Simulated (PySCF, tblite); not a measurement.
# C6H11NO: a rotation path, then NMR shifts on frames, part 2 of 2

tblite 0.8.0 and PySCF 2.14.0. Atoms count from 0.

### Step 5. NMR shieldings: image 7, PBE0/pcSseg-1

The job: settings as JSON, then the geometry in Å.

```
{"job": {"kind": "nmr", "xc": "PBE0", "basis": "pcSseg-1", "pop": false}, "charge": 0, "multiplicity": 1}
C     -1.062400    -1.511100    -0.200200
C     -1.244100    -0.031600    -0.031100
C     -2.623700     0.367400     0.403600
C     -0.310900     0.885200    -0.255400
C      1.091000     0.641300    -0.725500
C      2.090100     0.708000     0.426600
N      3.087400    -0.206900     0.329500
O      2.036300     1.504800     1.332100
H     -1.710000    -1.877600    -0.997200
H     -0.037600    -1.783700    -0.431900
H     -1.347200    -2.022300     0.718700
H     -2.870500    -0.091100     1.360300
H     -2.704800     1.446000     0.504300
H     -3.360300     0.028800    -0.325500
H     -0.542700     1.923400    -0.068100
H      1.374200     1.434800    -1.423700
H      1.183100    -0.315100    -1.240300
H      3.808700    -0.212200     1.031100
H      3.133500    -0.878700    -0.414800
```

Method: GIAO PBE0/pcSseg-1 NMR shielding, non-relativistic, gas phase.

The log of the run:

```text
coarse grid: 15488 points
cycle   1  E = -364.5482080113  dE =  1.130e+00  |g| = 8.866e-01  |ddm| = 3.840e+00
cycle   2  E = -364.0886921189  dE =  4.595e-01  |g| = 1.761e+00  |ddm| = 2.576e+00
cycle   3  E = -364.7022924382  dE = -6.136e-01  |g| = 2.442e-01  |ddm| = 1.970e+00
cycle   4  E = -364.7146947487  dE = -1.240e-02  |g| = 6.960e-02  |ddm| = 2.336e-01
cycle   5  E = -364.7156271476  dE = -9.324e-04  |g| = 1.861e-02  |ddm| = 5.430e-02
cycle   6  E = -364.7156982598  dE = -7.111e-05  |g| = 5.205e-03  |ddm| = 1.635e-02
cycle   7  E = -364.7157040112  dE = -5.751e-06  |g| = 1.006e-03  |ddm| = 4.931e-03
final grid: 148544 points
cycle   8  E = -364.7715063567  dE = -2.713e-05  |g| = 1.389e-02  |ddm| = 3.117e-02
cycle   9  E = -364.7714275706  dE =  7.879e-05  |g| = 2.477e-02  |ddm| = 2.869e-02
cycle  10  E = -364.7715446324  dE = -1.171e-04  |g| = 3.082e-03  |ddm| = 1.976e-02
cycle  11  E = -364.7715467227  dE = -2.090e-06  |g| = 1.542e-04  |ddm| = 2.782e-03
cycle  12  E = -364.7715467264  dE = -3.671e-09  |g| = 1.068e-04  |ddm| = 3.465e-04
cycle  13  E = -364.7715467289  dE = -2.525e-09  |g| = 3.535e-05  |ddm| = 1.250e-04
cycle  14  E = -364.7715467292  dE = -2.747e-10  |g| = 1.197e-05  |ddm| = 3.837e-05
converged SCF energy = -364.7715467292

GIAO shielding tensors (ppm)
atom      isotropic    diamagn.    paramagn.     s11        s22        s33       span
  0 C      167.553     248.992     -81.439    151.505    165.996    185.157     33.653
  1 C       45.730     261.324    -215.594    -66.829     44.745    159.275    226.104
  2 C      158.080     246.430     -88.350    138.778    147.540    187.922     49.144
  3 C       60.156     256.359    -196.203    -40.692     79.105    142.055    182.748
  4 C      149.396     253.100    -103.704    129.006    146.431    172.749     43.743
  5 C       15.268     247.029    -231.761    -78.442     29.507     94.739    173.180
  6 N      151.181     322.175    -170.994     61.823    142.158    249.562    187.739
  7 O      -75.536     402.453    -477.989   -365.809   -205.499    344.698    710.507
  8 H       30.234      30.091       0.143     26.460     27.838     36.403      9.943
  9 H       29.647      33.579      -3.932     24.472     30.319     34.150      9.678
 10 H       30.223      30.872      -0.650     26.642     28.257     35.768      9.126
 11 H       29.874      29.233       0.640     26.468     27.928     35.225      8.757
 12 H       29.812      30.254      -0.441     25.806     28.912     34.719      8.913
 13 H       29.953      28.473       1.480     26.376     28.049     35.433      9.057
 14 H       25.815      34.663      -8.849     22.863     25.287     29.294      6.431
 15 H       28.840      30.307      -1.467     25.420     27.798     33.303      7.882
 16 H       29.048      35.583      -6.535     25.733     30.314     31.096      5.363
 17 H       27.425      29.219      -1.793     22.626     23.634     36.016     13.390
 18 H       26.997      32.889      -5.892     22.504     26.367     32.121      9.617
```

Wall time 47 s (1 thread of Arm Neoverse N1, shared host); peak memory 0.87 GiB.

This run: δ C5 171.7, C1 141.2, C3 126.8, C4 37.5, H14 5.90, H18 4.72 ppm.

### Step 6. NMR shieldings: image 8, PBE0/pcSseg-1

The job: settings as JSON, then the geometry in Å.

```
{"job": {"kind": "nmr", "xc": "PBE0", "basis": "pcSseg-1", "pop": false}, "charge": 0, "multiplicity": 1}
C     -1.132300    -1.521200    -0.168700
C     -1.269800    -0.033300    -0.033800
C     -2.641600     0.411000     0.383200
C     -0.307900     0.850000    -0.269000
C      1.097900     0.560300    -0.700800
C      2.068100     0.608600     0.476100
N      3.210100    -0.095100     0.264400
O      1.873000     1.212200     1.502900
H     -1.766300    -1.883800    -0.978700
H     -0.109700    -1.830200    -0.360100
H     -1.466000    -2.002800     0.749600
H     -2.904300    -0.028100     1.344900
H     -2.696800     1.492600     0.468800
H     -3.382000     0.078900    -0.344800
H     -0.515500     1.898600    -0.108200
H      1.420500     1.331500    -1.406700
H      1.178300    -0.406600    -1.197100
H      3.922500    -0.078700     0.975300
H      3.411900    -0.554700    -0.604800
```

With the program's defaults for keys left out, this is: GIAO PBE0/pcSseg-1 NMR shielding, non-relativistic, gas phase.

The log of the run:

```text
coarse grid: 15488 points
cycle   1  E = -364.5466659258  dE =  1.128e+00  |g| = 8.886e-01  |ddm| = 3.848e+00
cycle   2  E = -364.0786512643  dE =  4.680e-01  |g| = 1.772e+00  |ddm| = 2.658e+00
cycle   3  E = -364.7018622418  dE = -6.232e-01  |g| = 2.443e-01  |ddm| = 2.046e+00
cycle   4  E = -364.7142253457  dE = -1.236e-02  |g| = 7.036e-02  |ddm| = 2.316e-01
cycle   5  E = -364.7151759521  dE = -9.506e-04  |g| = 1.848e-02  |ddm| = 5.320e-02
cycle   6  E = -364.7152458668  dE = -6.991e-05  |g| = 5.273e-03  |ddm| = 1.612e-02
cycle   7  E = -364.7152518169  dE = -5.950e-06  |g| = 1.046e-03  |ddm| = 5.071e-03
final grid: 148544 points
cycle   8  E = -364.7712856796  dE = -3.074e-05  |g| = 1.371e-02  |ddm| = 3.317e-02
cycle   9  E = -364.7712105678  dE =  7.511e-05  |g| = 2.427e-02  |ddm| = 2.825e-02
cycle  10  E = -364.7713230449  dE = -1.125e-04  |g| = 3.129e-03  |ddm| = 1.954e-02
cycle  11  E = -364.7713251851  dE = -2.140e-06  |g| = 1.669e-04  |ddm| = 2.845e-03
cycle  12  E = -364.7713251872  dE = -2.022e-09  |g| = 1.500e-04  |ddm| = 3.602e-04
cycle  13  E = -364.7713251924  dE = -5.255e-09  |g| = 3.846e-05  |ddm| = 1.496e-04
cycle  14  E = -364.7713251927  dE = -3.365e-10  |g| = 1.085e-05  |ddm| = 4.618e-05
converged SCF energy = -364.7713251927

GIAO shielding tensors (ppm)
atom      isotropic    diamagn.    paramagn.     s11        s22        s33       span
  0 C      167.576     248.972     -81.397    151.361    165.984    185.382     34.021
  1 C       44.946     261.265    -216.318    -68.541     44.004    159.376    227.917
  2 C      157.937     246.464     -88.527    138.499    147.443    187.869     49.370
  3 C       60.791     256.146    -195.355    -40.596     79.976    142.993    183.589
  4 C      151.147     254.592    -103.444    128.650    148.673    176.119     47.469
  5 C       15.033     247.343    -232.310    -78.415     28.885     94.630    173.045
  6 N      153.433     321.589    -168.156     60.851    147.483    251.966    191.115
  7 O      -85.558     403.364    -488.923   -389.959   -207.958    341.242    731.201
  8 H       30.248      30.048       0.200     26.572     27.744     36.429      9.857
  9 H       29.686      33.361      -3.675     24.474     30.486     34.097      9.624
 10 H       30.247      30.786      -0.539     26.651     28.323     35.767      9.115
 11 H       29.863      29.222       0.641     26.484     27.916     35.189      8.705
 12 H       29.818      30.225      -0.407     25.885     28.866     34.702      8.817
 13 H       29.953      28.451       1.502     26.392     28.060     35.407      9.015
 14 H       25.929      34.548      -8.619     23.058     25.462     29.267      6.209
 15 H       28.928      30.814      -1.886     25.082     28.404     33.298      8.216
 16 H       28.939      35.557      -6.618     25.086     30.364     31.366      6.279
 17 H       27.352      28.958      -1.605     22.553     23.495     36.010     13.457
 18 H       27.060      32.081      -5.021     22.742     26.055     32.383      9.641
```

Wall time 46 s (1 thread of Arm Neoverse N1, shared host); peak memory 0.87 GiB.

This run: δ C5 171.9, C1 142.0, C3 126.1, C4 35.8, H14 5.79, H18 4.66 ppm.

### Step 7. Run by run: NMR shifts

Shifts (ppm) of some atoms, chosen among heavy atoms and hydrogens apart, with basis size and wall time:

```csv
frame,C1,C3,C4,H18,H16,N6,O7,functions,time
image 0,142.7,130.8,39.9,5.35,3.26,115.6,425.7,191,60 s
image 3,140.7,128.1,41.0,4.74,3.06,113.5,433.6,191,48 s
image 7,141.2,126.8,37.5,4.72,2.67,116.5,411.6,191,47 s
image 8,142.0,126.1,35.8,4.66,2.78,114.3,421.6,191,46 s
```

### Step 8. Outcome

This closing draws on all 2 parts.

| quantity | value |
| --- | --- |
| barrier | 0.101 eV (2.3 kcal/mol) at image 7 |
| end to end (GFN2-xTB) | 0.100 eV |
| 13C shifts against TMS (PBE0/pcSseg-1, image 0) | 170.2, 142.7, 130.8, 39.9, 28.9, 19.4 ppm |
| 1H shifts against TMS (PBE0/pcSseg-1, image 0) | 5.81, 5.35, 4.35, 3.26, 2.71, 2.35, 1.95, 1.89, 1.81, 1.75, 1.48 ppm |
| 15N shifts against NH3 (PBE0/pcSseg-1, image 0) | 115.6 ppm |
| 17O shifts against H2O (PBE0/pcSseg-1, image 0) | 425.7 ppm |
| surface potential, 1st and 99th percentile | -2.12 V and 1.72 V |
| range of the shift of O7 | 411.6 to 433.6 ppm |

In words: Along the band the dihedral turns by 118°, and the top (dihedral 142°) lies 2.3 kcal/mol above the start (GFN2-xTB, rough), so at room temperature this motion is fast. The top was not checked by a frequency run. Shifts at one fixed geometry are not the observed spectrum, which averages over the motion. In the first frame run (image 0): The widest tensor belongs to O7: span 701 ppm, with a paramagnetic part of -484 ppm. Across the 4 runs the shift of O7 moves most, between 411.6 (image 7) and 433.6 ppm (image 3).
